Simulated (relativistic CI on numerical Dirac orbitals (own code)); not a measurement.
# Ti⁴⁺: 2p photoemission with charge transfer

Aim: the 2p photoemission spectrum of Ti⁴⁺ in a cubic metal-ligand cluster, for 3 values of Udd.

Method: charge-transfer multiplet model of a cubic metal-ligand cluster with up to 2 ligand holes, Slater and spin-orbit integrals from Dirac-Coulomb-Breit ions, Slater integrals scaled by 0.8. Code: relativistic CI on numerical Dirac orbitals (own code) version 3.

### Step 1. What is computed

```
ion                  : Ti⁴⁺ (Ti V)
nuclear charge       : 22
electrons            : 18
d electrons          : 0
ligand holes at most : 2
parameters           : in eV; Veg, Vt2g hoppings, tenDq and tenDqL metal and ligand splittings (negative tenDq: tetrahedral), red the scaling of hopping with a core hole
temperature          : 20 K
widths               : Lorentz 0.6 eV, Gauss 0.8 eV
```

### Step 2. Udd = 5.2 eV

Settings of the run:

```ini
cluster ion=Ti4+ d0 ligand_holes=2 slater_scale=0.8
Delta=1.6 Udd=5.2 Upd=6.8 tenDq=0.6 tenDqL=0.2 Veg=2.4 Vt2g=-1.32 red=0.9
spectrum xps 2p T=20 lorentz=0.6 gauss=0.8
```

Command:

```sh
$ python run_levels.py task.json out
```

The settings of every run stand in task.json; they run in order.

Results of the run (chosen fields of its result record, rounded):

```text
{
  "status": "converged",
  "curve, one point in 5 above 2 % of the maximum [energy, intensity] [eV from the first main peak; 1/eV]": [
    [-2.9, 0.006788],
    [-2.4, 0.00995],
    [-1.9, 0.01626],
    [-1.4, 0.03242],
    [-0.9, 0.09133],
    [-0.4, 0.2588],
    [0.1, 0.3247],
    [0.6, 0.1503],
    [1.1, 0.05054],
    [1.6, 0.02735],
    [2.1, 0.02476],
    [2.6, 0.02523],
    [3.1, 0.02498],
    [3.6, 0.0278],
    [4.1, 0.02917],
    [4.6, 0.03549],
    [5.1, 0.06286],
    [5.6, 0.1021],
    [6.1, 0.1351],
    [6.6, 0.08475],
    [7.1, 0.03358],
    [7.6, 0.01852],
    [8.1, 0.01448],
    [8.6, 0.01327],
    [9.1, 0.01334],
    [9.6, 0.01576],
    [10.1, 0.02548],
    [10.6, 0.04109],
    "... 11 more rows left out ..."
  ],
  "weights": [0.359087, 0.514637, 0.126276],
  "n_d": 0.76719,
  "n_eg": 0.47485,
  "ground_S": 1.21186e-05,
  "ground_energy [eV]": -6.91116,
  "cluster_levels [E_eV, degeneracy, S, weight_dn]": [
    [0, 1, 1.212e-05, 0.3591],
    [5.283, 3, 0.9932, 0],
    [5.304, 1, 1, 0],
    [5.304, 3, 0.9998, 0],
    [5.304, 3, 0.9999, 0],
    [5.309, 3, 0.9702, 0],
    [5.309, 2, 0.9795, 0],
    [5.314, 3, 0.8238, 0],
    [5.319, 3, 0.893, 0],
    [5.319, 2, 0.9146, 0],
    [5.328, 3, 0.9286, 7.793e-29],
    [5.328, 1, 0.9997, 1.077e-05],
    [5.332, 3, 0.4888, 0],
    [5.339, 3, 0.3066, 0],
    [5.343, 2, 0.2485, 0],
    [5.394, 1, 0.999, 9.458e-07],
    [5.396, 3, 0.9926, 0],
    [5.401, 2, 0.9999, 0],
    [5.402, 3, 0.9965, 0],
    [5.424, 3, 0.4405, 0],
    [5.426, 1, 0.9998, 0],
    [5.43, 3, 0.9958, 0],
    "... 2 more rows left out ..."
  ],
  "atomic [eV]": {"ground": {"F2dd": 6.57793, "F4dd": 4.09031, "zeta_d": 0.0129948}, "final": {"F2dd": 6.57793, "F4dd": 4.09031, "zeta_d": 0.0318342, "zeta_core": 3.73961, "F2cd": 5.06603, "G1cd": 3.78542, "G3cd": 2.14922}}
}
```

It took 1.9 s on 1 thread of Neoverse-V1, shared host; peak memory 0.19 GiB.

### Step 3. Udd = 4.5 eV

Settings of the run:

```ini
cluster ion=Ti4+ d0 ligand_holes=2 slater_scale=0.8
Delta=1.6 Udd=4.5 Upd=6.8 tenDq=0.6 tenDqL=0.2 Veg=2.4 Vt2g=-1.32 red=0.9
spectrum xps 2p T=20 lorentz=0.6 gauss=0.8
```

From the record:

```text
{
  "status": "converged",
  "curve, one point in 8 above 2 % of the maximum [energy, intensity] [eV from the first main peak; 1/eV]": [
    [-2.9, 0.00671],
    [-2.1, 0.01296],
    [-1.3, 0.03809],
    [-0.5, 0.216],
    [0.3, 0.2616],
    [1.1, 0.05059],
    [1.9, 0.02581],
    [2.7, 0.02539],
    [3.5, 0.02709],
    [4.3, 0.0291],
    [5.1, 0.06118],
    [5.9, 0.1295],
    [6.7, 0.07063],
    [7.5, 0.02123],
    [8.3, 0.01384],
    [9.1, 0.0133],
    [9.9, 0.02209],
    [10.7, 0.0415],
    [11.5, 0.04056],
    [12.3, 0.01637],
    [13.1, 0.008756],
    [15.9, 0.009142],
    [16.7, 0.02017],
    [17.5, 0.0207],
    [18.3, 0.007783]
  ],
  "weights": [0.349202, 0.514021, 0.136777],
  "n_d": 0.787575,
  "n_eg": 0.486107,
  "ground_S": 1.27708e-05,
  "ground_energy [eV]": -7.00317,
  "cluster_levels [E_eV, degeneracy, S, weight_dn]": [
    [0, 1, 1.277e-05, 0.3492],
    [5.2, 3, 0.994, 0],
    [5.223, 1, 1, 0],
    [5.224, 3, 0.9998, 0],
    [5.224, 3, 0.9999, 0],
    [5.229, 3, 0.9721, 0],
    [5.229, 2, 0.9809, 0],
    [5.234, 3, 0.8443, 0],
    [5.239, 3, 0.9062, 0],
    [5.239, 2, 0.9261, 0],
    [5.248, 3, 0.9297, 4.347e-29],
    [5.248, 1, 0.9997, 1.077e-05],
    [5.253, 3, 0.4576, 0],
    [5.26, 3, 0.2797, 0],
    [5.264, 2, 0.2236, 0],
    [5.32, 1, 0.999, 1.015e-06],
    [5.322, 3, 0.9934, 0],
    [5.327, 2, 0.9999, 0],
    [5.328, 3, 0.997, 0],
    [5.352, 3, 0.431, 0],
    [5.355, 1, 0.9998, 0],
    [5.359, 3, 0.9966, 0],
    "... 2 more rows left out ..."
  ],
  "atomic [eV]": {"ground": {"F2dd": 6.57793, "F4dd": 4.09031, "zeta_d": 0.0129948}, "final": {"F2dd": 6.57793, "F4dd": 4.09031, "zeta_d": 0.0318342, "zeta_core": 3.73961, "F2cd": 5.06603, "G1cd": 3.78542, "G3cd": 2.14922}}
}
```

It took 1.8 s on 1 thread of Neoverse-V1, shared host; peak memory 0.19 GiB.

### Step 4. Udd = 6.6 eV

Settings of the run:

```ini
cluster ion=Ti4+ d0 ligand_holes=2 slater_scale=0.8
Delta=1.6 Udd=6.6 Upd=6.8 tenDq=0.6 tenDqL=0.2 Veg=2.4 Vt2g=-1.32 red=0.9
spectrum xps 2p T=20 lorentz=0.6 gauss=0.8
```

From the record:

```text
{
  "status": "converged",
  "curve, one point in 8 above 2 % of the maximum [energy, intensity] [eV from the first main peak; 1/eV]": [
    [-2.8, 0.007235],
    [-2, 0.01431],
    [-1.2, 0.04471],
    [-0.4, 0.2506],
    [0.4, 0.2437],
    [1.2, 0.04543],
    [2, 0.0231],
    [2.8, 0.02462],
    [3.6, 0.0274],
    [4.4, 0.03188],
    [5.2, 0.07025],
    [6, 0.1306],
    [6.8, 0.06483],
    [7.6, 0.01656],
    [8.4, 0.01294],
    [9.2, 0.01325],
    [10, 0.01865],
    [10.8, 0.04088],
    [11.6, 0.03458],
    [12.4, 0.01484],
    [13.2, 0.007743],
    [16.5, 0.01559],
    [17.3, 0.02115],
    [18.1, 0.0104]
  ],
  "weights": [0.377028, 0.514819, 0.108153],
  "n_d": 0.731125,
  "n_eg": 0.454842,
  "ground_S": 1.10505e-05,
  "ground_energy [eV]": -6.74748,
  "cluster_levels [E_eV, degeneracy, S, weight_dn]": [
    [0, 1, 1.105e-05, 0.377],
    [5.428, 3, 0.9912, 0],
    [5.445, 1, 1, 0],
    [5.446, 3, 0.9998, 0],
    [5.446, 3, 0.9999, 0],
    [5.45, 3, 0.9662, 0],
    [5.45, 2, 0.977, 0],
    [5.454, 3, 0.7832, 0],
    [5.459, 3, 0.864, 0],
    [5.459, 2, 0.8886, 0],
    [5.468, 1, 0.9997, 1.07e-05],
    [5.468, 3, 0.9305, 1.266e-30],
    [5.472, 3, 0.5412, 0],
    [5.478, 3, 0.362, 0],
    [5.481, 2, 0.3004, 0],
    [5.521, 1, 0.999, 8.106e-07],
    [5.523, 3, 0.9908, 0],
    [5.527, 2, 0.9999, 0],
    [5.529, 3, 0.9953, 0],
    [5.546, 3, 0.4571, 0],
    [5.547, 1, 0.9998, 0],
    [5.552, 3, 0.9935, 0],
    "... 2 more rows left out ..."
  ],
  "atomic [eV]": {"ground": {"F2dd": 6.57793, "F4dd": 4.09031, "zeta_d": 0.0129948}, "final": {"F2dd": 6.57793, "F4dd": 4.09031, "zeta_d": 0.0318342, "zeta_core": 3.73961, "F2cd": 5.06603, "G1cd": 3.78542, "G3cd": 2.14922}}
}
```

Wall time 1.8 s (1 thread of Neoverse-V1, shared host); peak memory 0.19 GiB.

### Step 5. The spectra side by side

| run | d count | weight without ligand hole | ground S | up to four highest peaks (% of the highest), eV from the first main peak |
| --- | --- | --- | --- | --- |
| Udd = 5.2 eV | 0.77 | 0.36 | 0.00 | 0.0 (100), 2.5 (7), 6.1 (40), 10.9 (13) |
| Udd = 4.5 eV | 0.79 | 0.35 | 0.00 | 0.0 (100), 3.9 (8), 6.1 (40), 11.1 (13) |
| Udd = 6.6 eV | 0.73 | 0.38 | 0.00 | 0.0 (100), 6.1 (38), 11.1 (13), 17.0 (7) |

### Step 6. Summary of results

```
                           quantity         value
                            d count  0.73 to 0.79
ground spin (effective S from ⟨S²⟩)          0.00
```

What this shows: From Udd = 4.5 eV to Udd = 6.6 eV the ground-state d count goes from 0.79 to 0.73. In the first run the ligand-hole configurations outweigh d0 itself: the bond is strongly covalent. The space is cut at the given number of ligand holes while the last configuration still holds over a tenth of the ground state. The cluster parameters are drawn, not fitted to a compound.
